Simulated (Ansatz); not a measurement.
# CH6GaOSi: the cost of one run

Program: Ansatz 0.2.0, Gaussian basis. Level of theory: UKS PBE0-D4/def2-TZVP. These are calculated values, not measurements.

The runs, in order: relaxation at PBE0-D4/def2-TZVP; harmonic vibrations at the same level.

1 further run of the same task is left out (set aside as unsound or not needed).

### 1 Starting geometry

SMILES `[CH3][Ga][O][SiH3]`, 10 atoms, charge 0, spin multiplicity 2.

Atoms are counted from 1 here; the program's logs count them from 0.

Bond lengths: C1–Ga2 2.230 Å, C1–H5 1.085 Å, C1–H6 1.085 Å, C1–H7 1.085 Å, Ga2–O3 1.803 Å, O3–Si4 1.622 Å, Si4–H8 1.467 Å, Si4–H9 1.467 Å, Si4–H10 1.467 Å. Angles: Ga2–C1–H5 109.0°, Ga2–C1–H6 106.2°, Ga2–C1–H7 106.6°, H5–C1–H6 111.8°, H5–C1–H7 111.8°, H6–C1–H7 111.2°, C1–Ga2–O3 109.9°, Ga2–O3–Si4 177.4°, O3–Si4–H8 108.5°, O3–Si4–H9 107.3°, O3–Si4–H10 107.3°, H8–Si4–H9 111.0°, H8–Si4–H10 111.1°, H9–Si4–H10 111.4°.

Coordinates:

```
C     0.42464    2.38435    0.14382
Ga   -0.20991    0.69308    1.45147
O    -0.27826   -0.83096    0.49116
Si   -0.35670   -2.23823   -0.31242
H     0.37900    3.30666    0.71337
H    -0.26372    2.39386   -0.69502
H     1.43600    2.16173   -0.18104
H    -0.77507   -3.28737    0.62369
H    -1.33809   -2.07240   -1.38960
H     0.98211   -2.51073   -0.84542
```

The start is a GFN2-xTB geometry.

### 2 Geometry optimisation, PBE0-D4/def2-TZVP

in.yaml reads:

```yaml
crystal:
  periodic: [false, false, false]
  atoms:
    - {symbol: C, position_ang: [0.424640, 2.384350, 0.143820]}
    - {symbol: Ga, position_ang: [-0.209910, 0.693080, 1.451470]}
    - {symbol: O, position_ang: [-0.278260, -0.830960, 0.491160]}
    - {symbol: Si, position_ang: [-0.356700, -2.238230, -0.312420]}
    - {symbol: H, position_ang: [0.379000, 3.306660, 0.713370]}
    - {symbol: H, position_ang: [-0.263720, 2.393860, -0.695020]}
    - {symbol: H, position_ang: [1.436000, 2.161730, -0.181040]}
    - {symbol: H, position_ang: [-0.775070, -3.287370, 0.623690]}
    - {symbol: H, position_ang: [-1.338090, -2.072400, -1.389600]}
    - {symbol: H, position_ang: [0.982110, -2.510730, -0.845420]}
basis:
  gaussian: {orbitals: def2-TZVP}
magnetization: {spin_polarized: true, initial_magnetization: 1}
hamiltonian: {xc: pbe0, dispersion: d4}
relax: {f_tol: 0.005, max_steps: 150}
```

Run with:

```sh
ansatz run in.yaml --threads 4 --pin off --events-out ev --progress --plain --max-ram 10444MiB
```

Q: Estimate wall time and peak memory on 4 threads of AMD EPYC 7B13, shared host.

About 51 s, with a peak of 0.67 GiB.
